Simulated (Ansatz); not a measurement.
NiMoIrPdW:

```
CELL_PARAMETERS angstrom
2.77046 0.00000 0.00000
-1.38523 2.39928 0.00000
0.00000 0.00000 21.88122
ATOMIC_POSITIONS crystal
Ni 0.33333 0.66667 0.04433
Ni 0.66667 0.33333 0.95562
Mo 0.66667 0.33333 0.34270
Mo 0.66667 0.33333 0.76320
Pd 0.33333 0.66667 0.44768
Pd 0.33333 0.66667 0.65723
Ir 0.33333 0.66667 0.23988
Ir 0.33333 0.66667 0.86050
W 0.66667 0.33333 0.13646
W 0.66667 0.33333 0.55240
```

The cell was built by a generator and needn't be a form met in nature.

- Program: Ansatz 0.2.0
- Task: relaxation of cell and atoms
- Functional: RPBE
- Potentials or basis: Ansatz PAW
- Cutoff: 420 eV (not typed: the program's choice for these potentials)
- k mesh: 8 × 8 × 1
- Occupations: fermi-dirac, width 0.05 eV
- Spin: collinear spin, ferromagnetic start
- Starting moments: [1.0, 1.0, 1.0, 1.0, 0.0, 0.0, 0.6, 0.6, 0.0, 0.0] μB

At the start: volume 14.54 Å³/atom.

Question: How do energy, volume and symmetry change on relaxing?

Answer: It ends after 5 steps and the volume is 14.79 Å³/atom (+1.7 %); space group P3m1 (No. 156, to 0.05 Å); moment 0.00 μB per cell.

Step by step:
```tsv
step	energy change (eV)	largest force (eV/Å)	volume (Å³)
1	0.0000	0.1835	145.45
2	-0.0312	0.0870	147.85
3	-0.0327	0.0438	147.90
4	-0.0330	0.0039	147.88
5	-0.0341	0.0039	147.88
```

Final structure:
```
Ni Mo Pd Ir W
1.0
     2.78172    0.00000    0.00000
    -1.39086    2.40904    0.00000
     0.00000    0.00000   22.06798
Ni Mo Pd Ir W
2 2 2 2 2
Cartesian
  0.0000 1.6060 0.9979
  1.3909 0.8030 21.0867
  1.3909 0.8030 7.5426
  1.3909 0.8030 16.8406
  0.0000 1.6060 9.8693
  0.0000 1.6060 14.4982
  0.0000 1.6060 5.2977
  0.0000 1.6060 18.9868
  1.3909 0.8030 3.0353
  1.3909 0.8030 12.1847
```

Caveat: the plane-wave basis is chosen anew once the cell has moved, so the energies of steps on either side of that aren't comparable; the PAW data sets come from PBE, with cores solved anew for the run's functional, which leaves a small shift of forces and pressure; the starting moments weren't kept.
